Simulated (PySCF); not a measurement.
# The bond of SnPb, level by level

Aim: find the lowest electronic state of SnPb, scan its bond at several levels of theory, and get bond length, wavenumber and dissociation energy from each curve.

Program: PySCF 2.14.0. Level of theory: Sn def2-SVP with ECP28, Pb def2-SVP with ECP60, scalar-relativistic core potentials. These are calculated values, not measurements.

### 1 The job

The job is set up so:

```yaml
atoms: Sn, Pb
charge: 0
basis: Sn def2-SVP with ECP28, Pb def2-SVP with ECP60
Hamiltonian: scalar-relativistic core potentials
basis_functions: 52
electrons_treated: 44
masses_in_u: 119.9022, 207.9766
levels: PBE0, PBE, r²SCAN, r²SCANh, PBEsol, TPSSh, HF, MP2, SCS-MP2, CCSD, CCSD(T)
grid: 80 radial by 434 angular points
occupations: held fixed by the projection of orbital angular momentum
dissociation_limit: Sn + Pb, each in its ground configuration
starting_distance_in_angstrom: 2.745
values_of_2S_to_try: 0, 2, 4
```

The run is started by

```bash
OMP_NUM_THREADS=1 python dia.py task.json out
```

After this run come: First curve: PBE0; Higher solutions at PBE0; PBE; r²SCAN; r²SCANh; PBEsol; TPSSh; UHF; MP2 and coupled cluster.

Before running it: what results should come out? Wanted: for each run, Re; ωe; De; μ.

As calculated:

Lowest PBE0 solution found, without spin–orbit coupling: ³Σ⁻ (triplet), unpaired electrons π ↑↑. State 2 has its PBE0 minimum 0.18 eV higher, as a spin-mixed determinant (⟨S²⟩ = 1.00), so this is no gap between pure states. State 3 has its PBE0 minimum 0.32 eV higher. State 4 has its PBE0 minimum 0.52 eV higher, as a spin-mixed determinant (⟨S²⟩ = 1.01), so this is no gap between pure states. The other levels ran on the lowest alone.

```
      level  Re (Å)  ωe (cm⁻¹)  De (eV)  μ (D)
        UHF   2.794      184.7     0.64   0.79
    UHF-MP2   2.847      163.6     1.83    n/a
UHF-SCS-MP2   2.839      167.5     1.59    n/a
   UHF-CCSD   2.847      166.9     1.68    n/a
UHF-CCSD(T)   2.865      160.7     1.83    n/a
        PBE   2.876      155.9     2.52   0.59
     PBEsol   2.844      161.5     2.72   0.55
     r²SCAN   2.840      164.4     2.29   0.66
      TPSSh   2.842      163.7     2.35   0.73
    r²SCANh   2.826      168.3     2.22   0.65
       PBE0   2.826      168.8     2.25   0.66
```

De is counted to Sn + Pb in their ground configurations. A positive dipole means Sn(−)Pb(+).

Differences from CCSD(T) in the same basis:

```
      level  Re (mÅ)  ωe (%)
        UHF      -72   +14.9
    UHF-MP2      -18    +1.8
UHF-SCS-MP2      -27    +4.2
   UHF-CCSD      -18    +3.9
        PBE      +10    -3.0
     PBEsol      -21    +0.5
     r²SCAN      -25    +2.3
      TPSSh      -24    +1.8
    r²SCANh      -39    +4.7
       PBE0      -39    +5.0
```

**Reading.** Judged by CCSD(T) in the same basis: best bond length PBE (+10 mÅ), worst UHF (-72 mÅ); best wavenumber PBEsol (+0.5 %), worst UHF (+14.9 %). Hartree–Fock makes the bond too short and too stiff against this reference, as it mostly does. PBE gives a bond that is too long and too soft, as GGAs tend to. CCSD(T) in a basis this small is itself some way from its limit, more so than the functionals. Of the levels with a De here, UHF gives the least (0.64 eV) and PBEsol the most (2.72 eV).

Correlated steps freeze 8 core orbitals. Spin–orbit coupling is left out, which matters for elements this heavy, above all for dissociation energies. At UHF the stretched side of the curve climbs above De, by a hump or because the determinant held fixed goes to a higher limit. With spin–orbit coupling the term label itself may not hold.
